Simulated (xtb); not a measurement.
# GFN2-xTB (hydrogen mass 1 u, md dump 20 fs, md temperature 500 K, md time 0.2 ps) run of CH6N2OSi (SMILES N[SiH](N)C=O)

Wanted: a short trajectory of CH6N2OSi. 

The calculation is run with xtb 6.7.1.

3 further runs of the same task are left out: 1 that didn't finish, 2 set aside as unsound or not needed.

## 1. The molecule

CH6N2OSi has 11 atoms, charge 0, and is taken as a singlet. SMILES: `N[SiH](N)C=O`. Geometry: optimised at GFN2-xTB. This is one conformer, not always the lowest. The run starts from this shape.

Bond lengths: N1–Si2 1.721 Å, Si2–N3 1.721 Å, Si2–C4 1.912 Å, C4–O5 1.206 Å, N1–H6 1.006 Å, N1–H7 1.008 Å, Si2–H8 1.466 Å, N3–H9 1.008 Å, N3–H10 1.007 Å, C4–H11 1.111 Å. Some angles: N1–Si2–N3 116.4°, N1–Si2–C4 106.0°, N3–Si2–C4 102.9°, Si2–C4–O5 123.7°, N1–Si2–H8 104.4°, N3–Si2–H8 116.8°, C4–Si2–H8 109.9°, Si2–N1–H6 119.0°, Si2–N1–H7 119.6°, Si2–N3–H9 117.8°.

## 2. Molecular dynamics at GFN2-xTB (hydrogen mass 1 u, md dump 20 fs, md temperature 500 K, md time 0.2 ps)

File .CHRG:

```
0
```

File .UHF:

```
0
```

File input.inp:

```
$md
   temp=500
   time=0.2
   step=0.5
   dump=20
   hmass=1
   shake=0
   nvt=false
$end
```

File start.xyz:

```xyz
11

N     -1.53703700     0.54928300     0.55613000
Si    -0.05674500    -0.30589900     0.35702800
N      1.38739300     0.60248400     0.58661200
C      0.03070000    -0.78724200    -1.49165700
O      1.06347500    -0.91947100    -2.10044200
H     -1.84473700     0.78110600     1.48589100
H     -1.76511100     1.30289800    -0.07283200
H     -0.21837100    -1.50915800     1.17928100
H      2.18461300     0.37152600     0.01412200
H      1.68499100     0.89249100     1.50415800
H     -0.92917100    -0.97804700    -2.01830900
```

On the command line:

```sh
xtb -I input.inp --gfn2 --md -- start.xyz | tee start.out
```

**Question.** What will come out? Wanted: potential energy of the last frame.

Answer, from the run:

At GFN2-xTB (hydrogen mass 1 u, md dump 20 fs, md temperature 500 K, md time 0.2 ps):

```
                          quantity         value
potential energy of the last frame  -16.76535 Eh
```
